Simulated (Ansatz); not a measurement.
**C₃H₉AlS: basis-set convergence**

Aim: see how fast density functionals converge with the basis set for C₃H₉AlS.

Program: Ansatz 0.2.0, Gaussian basis. Level of theory: one geometry, several basis sets. These are calculated values, not measurements.

Plan: PBE0-D4/def2-SVP; ωB97M-V/def2-SVP; PBE0-D4/def2-QZVPP; ωB97M-V/def2-QZVPP; the functionals' def2-TZVPP values are taken from earlier runs.

**1. Structure used throughout**

The geometry comes from an earlier relaxation with PBE0-D4 in a triple-zeta def2 set; it is a stationary point, not always the lowest conformer.

SMILES `[CH3][Al]([CH3])[CH2]S`, 14 atoms, charge 0, spin multiplicity 1.

Atoms are counted from 1 here; the program's logs count them from 0.

Bond lengths: C1–Al2 1.956 Å, C1–H6 1.096 Å, C1–H7 1.094 Å, C1–H8 1.094 Å, Al2–C3 1.959 Å, Al2–C4 1.962 Å, C3–H9 1.096 Å, C3–H10 1.094 Å, C3–H11 1.094 Å, C4–S5 1.858 Å, C4–H12 1.087 Å, C4–H13 1.091 Å, S5–H14 1.344 Å. Angles: Al2–C1–H6 110.8°, Al2–C1–H7 112.2°, Al2–C1–H8 111.9°, H6–C1–H7 107.1°, H6–C1–H8 106.8°, H7–C1–H8 107.7°, C1–Al2–C3 123.7°, C1–Al2–C4 117.8°, C3–Al2–C4 118.3°, Al2–C3–H9 110.4°, Al2–C3–H10 112.0°, Al2–C3–H11 112.9°, H9–C3–H10 106.6°, H9–C3–H11 106.9°, H10–C3–H11 107.8°, Al2–C4–S5 82.5°, Al2–C4–H12 127.3°, Al2–C4–H13 116.9° and more.

**2. PBE0-D4 in def2-SVP**

in.yaml

```yaml
crystal:
  periodic: [false, false, false]
  atoms:
    - {symbol: C, position_ang: [-1.505860, 1.343145, 0.620538]}
    - {symbol: Al, position_ang: [-0.011340, 0.161074, 0.180194]}
    - {symbol: C, position_ang: [0.601046, -1.295856, 1.338400]}
    - {symbol: C, position_ang: [1.009584, 0.543064, -1.451600]}
    - {symbol: S, position_ang: [-0.157490, -0.704982, -2.181536]}
    - {symbol: H, position_ang: [-1.213112, 2.073500, 1.382992]}
    - {symbol: H, position_ang: [-1.855988, 1.907206, -0.248418]}
    - {symbol: H, position_ang: [-2.358672, 0.789168, 1.023339]}
    - {symbol: H, position_ang: [1.022462, -0.894210, 2.266735]}
    - {symbol: H, position_ang: [-0.218529, -1.959844, 1.628983]}
    - {symbol: H, position_ang: [1.379185, -1.909366, 0.874799]}
    - {symbol: H, position_ang: [2.035100, 0.254444, -1.669472]}
    - {symbol: H, position_ang: [0.775746, 1.471082, -1.974698]}
    - {symbol: H, position_ang: [0.485066, -1.807624, -1.761455]}
basis:
  gaussian: {orbitals: def2-SVP}
hamiltonian: {xc: pbe0, dispersion: d4}
output: {orbitals: {seedname: orbitals}}
```

Further steps of the session: ωB97M-V in def2-SVP; PBE0-D4 in def2-QZVPP; ωB97M-V in def2-QZVPP.

Before running them: what should the planned runs give, taken together? Wanted: PBE0-D4: double and triple zeta above quadruple; ωB97M-V: double and triple zeta above quadruple.

As calculated:

| quantity | value |
| --- | --- |
| PBE0-D4: double and triple zeta above quadruple | 10.48, 0.73 eV |
| ωB97M-V: double and triple zeta above quadruple | 10.65, 0.70 eV |

**Reading.** For PBE0-D4 the step from double to triple zeta gains 9.75 eV and the next only 0.73 eV. These are total energies; as a rule much of such shifts cancels in differences, which this series doesn't test. The LUMO of ωB97M-V is positive and keeps falling with the basis (2.01 to 1.02 eV): an unbound level that the basis holds in place.
